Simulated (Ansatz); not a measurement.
**FH₆PSi₂: small, medium and large basis sets**

One table from this session's results is given with a row withheld; the runs are named, their logs left out.

Computed with Ansatz 0.2.0, Gaussian basis. Level: one geometry, several basis sets.

Levels to be run: PBE0-D4/def2-SVP; ωB97M-V/def2-SVP; PBE0-D4/def2-QZVPP; ωB97M-V/def2-QZVPP; the functionals' def2-TZVPP values are taken from earlier runs.

### The geometry

The geometry comes from an earlier relaxation with PBE0-D4 in a triple-zeta def2 set; it is a stationary point, not always the lowest conformer.

SMILES `F[SiH2]P[SiH3]`, 10 atoms, charge 0, spin multiplicity 1.

Atoms are counted from 1 here; the program's logs count them from 0.

Bond lengths: F1–Si2 1.602 Å, Si2–P3 2.240 Å, Si2–H5 1.485 Å, Si2–H6 1.484 Å, P3–Si4 2.254 Å, P3–H7 1.424 Å, Si4–H8 1.486 Å, Si4–H9 1.485 Å, Si4–H10 1.485 Å. Angles: F1–Si2–P3 107.7°, F1–Si2–H5 106.8°, F1–Si2–H6 108.4°, P3–Si2–H5 114.5°, P3–Si2–H6 109.0°, H5–Si2–H6 110.1°, Si2–P3–Si4 96.1°, Si2–P3–H7 91.9°, Si4–P3–H7 94.9°, P3–Si4–H8 113.0°, P3–Si4–H9 107.2°, P3–Si4–H10 108.8°, H8–Si4–H9 109.2°, H8–Si4–H10 109.2°, H9–Si4–H10 109.3°.

The first run:

in.yaml

```yaml
crystal:
  periodic: [false, false, false]
  atoms:
    - {symbol: F, position_ang: [-1.658695, 0.472306, 1.997380]}
    - {symbol: Si, position_ang: [-1.029045, 1.110825, 0.670047]}
    - {symbol: P, position_ang: [1.136821, 0.544894, 0.602251]}
    - {symbol: Si, position_ang: [0.852747, -1.356162, -0.575298]}
    - {symbol: H, position_ang: [-1.834524, 0.606448, -0.471516]}
    - {symbol: H, position_ang: [-1.140688, 2.587845, 0.760963]}
    - {symbol: H, position_ang: [1.362659, 1.362697, -0.540885]}
    - {symbol: H, position_ang: [0.054960, -1.158890, -1.813642]}
    - {symbol: H, position_ang: [0.151812, -2.321307, 0.309621]}
    - {symbol: H, position_ang: [2.187153, -1.899856, -0.936022]}
basis:
  gaussian: {orbitals: def2-SVP}
hamiltonian: {xc: pbe0, dispersion: d4}
output: {orbitals: {seedname: orbitals}}
```

On the command line:

```
ansatz run in.yaml --threads 2 --pin off --events-out ev --progress --plain --max-ram 4352MiB
```

Steps of the session up to this table: PBE0-D4 in def2-SVP; ωB97M-V in def2-SVP; PBE0-D4 in def2-QZVPP; ωB97M-V in def2-QZVPP.

One table of the session follows, with a row left open; its other results are not shown here.

It belongs to the step «Functionals by basis». 

```
functional       basis  HOMO (eV)  LUMO (eV)
   PBE0-D4    def2-SVP      -7.69      -0.03
   PBE0-D4  def2-TZVPP          ?          ?
   PBE0-D4  def2-QZVPP      -7.72      -0.48
   ωB97M-V    def2-SVP      -9.70       1.92
   ωB97M-V  def2-TZVPP      -9.76       1.40
   ωB97M-V  def2-QZVPP      -9.77       1.12
```

Q: Estimate the row for PBE0-D4, def2-TZVPP from the others.

**Answer.** HOMO (eV): -7.71; LUMO (eV): -0.38. In the column «HOMO (eV)» it lies between PBE0-D4, def2-QZVPP (-7.72) and PBE0-D4, def2-SVP (-7.69).
